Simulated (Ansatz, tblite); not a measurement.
# The cluster B7−: a ladder of methods and basis sets

An exercise on one series of results from a longer session: the logs are not shown, and one member is left open.

Method: as each input shows; program: Ansatz 0.2.0, Gaussian basis.

Levels to be run: GFN1-xTB, GFN2-xTB, PBE-D4/def2-TZVPD, r2SCAN-D4/def2-TZVPD, BLYP-D4/def2-TZVPD, HSE06-D4/def2-TZVPD, r2SCANh-D4/def2-TZVPD, PBE+10HF/def2-SVPD, PBE+15HF/def2-SVPD, PBE+40HF/def2-SVPD, PBE-D4/def2-SVPD, PBE0-D4/def2-SVPD, HF/6-31G, B3LYP-D4/6-31G, CCSD(T)/def2-TZVPPD, MP2/def2-TZVPD, RPA/def2-TZVPD.

3 further runs of the same task are left out: 3 set aside as unsound or not needed. Runs told in other sessions of the task aren't counted.

## The geometry

The singlet was relaxed beforehand with PBE-D4/def2-SVPD. At that level it is the lowest of the isomers that a small search found.

7 atoms, charge -1, spin multiplicity 1.

Bond lengths: B1–B3 1.674 Å, B1–B4 1.582 Å, B1–B6 1.684 Å, B2–B3 1.583 Å, B2–B6 1.772 Å, B2–B7 1.583 Å, B3–B6 1.684 Å, B4–B5 1.582 Å, B4–B6 1.770 Å, B5–B6 1.684 Å, B5–B7 1.674 Å, B6–B7 1.684 Å. Angles: B3–B1–B4 124.5°, B3–B1–B6 60.2°, B4–B1–B6 65.5°, B3–B2–B6 60.0°, B3–B2–B7 101.5°, B6–B2–B7 60.0°, B1–B3–B2 124.6°, B1–B3–B6 60.2°, B2–B3–B6 65.6°, B1–B4–B5 101.5°, B1–B4–B6 60.0°, B5–B4–B6 60.0°, B4–B5–B6 65.5°, B4–B5–B7 124.5°, B6–B5–B7 60.2°, B1–B6–B2 113.1°, B1–B6–B3 59.6°, B1–B6–B4 54.5° and more.

The ion is computed in the gas phase, without counter-ions or solvent.

PBE0-D4/def2-TZVPD was run before; its log isn't repeated, and its numbers join the tables.

The first run:

Tight binding, by tblite at 300 K electronic temperature and without a spin-polarisation term:

```python
tblite.interface.Calculator('GFN1-xTB', numbers, positions, charge=-1, uhf=0).singlepoint()
```

Tight binding, by tblite at 300 K electronic temperature and without a spin-polarisation term:

```python
tblite.interface.Calculator('GFN2-xTB', numbers, positions, charge=-1, uhf=0).singlepoint()
```

start.molden holds the orbitals of an earlier run on this state, given as this run's starting guess.

Contents of in.yaml:

```yaml
crystal:
  periodic: [false, false, false]
  atoms:
    - {symbol: B, position_ang: [-0.360909, -1.366963, -0.511664]}
    - {symbol: B, position_ang: [0.480004, 0.357284, 1.641638]}
    - {symbol: B, position_ang: [0.277218, -1.079382, 1.009093]}
    - {symbol: B, position_ang: [-0.844471, -0.238436, -1.510049]}
    - {symbol: B, position_ang: [0.155156, 0.938604, -1.164338]}
    - {symbol: B, position_ang: [-0.500459, 0.162713, 0.178988]}
    - {symbol: B, position_ang: [0.793461, 1.226190, 0.356343]}
basis:
  gaussian: {orbitals: def2-TZVPD, initial_orbitals: start.molden}
total_charge: -1
hamiltonian: {xc: pbe, dispersion: d4}
scf: {omitted_lower_state_checks: [starts]}
output: {orbitals: {seedname: orbitals}}
```

On the command line:

```bash
ansatz run in.yaml --threads 4 --pin off --events-out ev --progress --plain --max-ram 4787MiB
```

Among the steps run: PBE-D4/def2-TZVPD; r2SCAN-D4/def2-TZVPD; BLYP-D4/def2-TZVPD; HSE06-D4/def2-TZVPD; r2SCANh-D4/def2-TZVPD; PBE+10HF/def2-SVPD; PBE+15HF/def2-SVPD; PBE+40HF/def2-SVPD; PBE-D4/def2-SVPD; PBE0-D4/def2-SVPD; HF/6-31G; B3LYP-D4/6-31G; CCSD(T)/def2-TZVPPD; MP2/def2-TZVPD; RPA/def2-TZVPD.

One table of the session follows, with a row left open; its other results are not shown here.

It belongs to the step «Levels side by side». 

```
                level  HOMO (eV)  LUMO (eV)  gap (eV)
             HF/6-31G      -1.64       6.13      7.78
     PBE-D4/def2-SVPD      -0.37       1.07      1.43
    PBE-D4/def2-TZVPD      -0.37       1.05      1.42
   BLYP-D4/def2-TZVPD      -0.15       1.26      1.41
 r2SCAN-D4/def2-TZVPD      -0.46       1.23      1.69
r2SCANh-D4/def2-TZVPD      -0.73       1.53      2.26
       B3LYP-D4/6-31G      -0.08       2.61      2.69
    PBE0-D4/def2-SVPD      -1.06       1.91      2.97
   PBE0-D4/def2-TZVPD      -1.06       1.89      2.94
  HSE06-D4/def2-TZVPD      -0.69       1.52      2.20
   PBE+10HF/def2-SVPD      -0.64       1.40      2.05
   PBE+15HF/def2-SVPD          ?          ?         ?
   PBE+40HF/def2-SVPD      -1.49       2.40      3.89
```

Estimate the missing values for PBE+15HF/def2-SVPD.

**Answer.** HOMO (eV): -0.78; LUMO (eV): 1.57; gap (eV): 2.35. In the column «HOMO (eV)» it lies between PBE0-D4/def2-TZVPD (-1.06) and r2SCANh-D4/def2-TZVPD (-0.73).
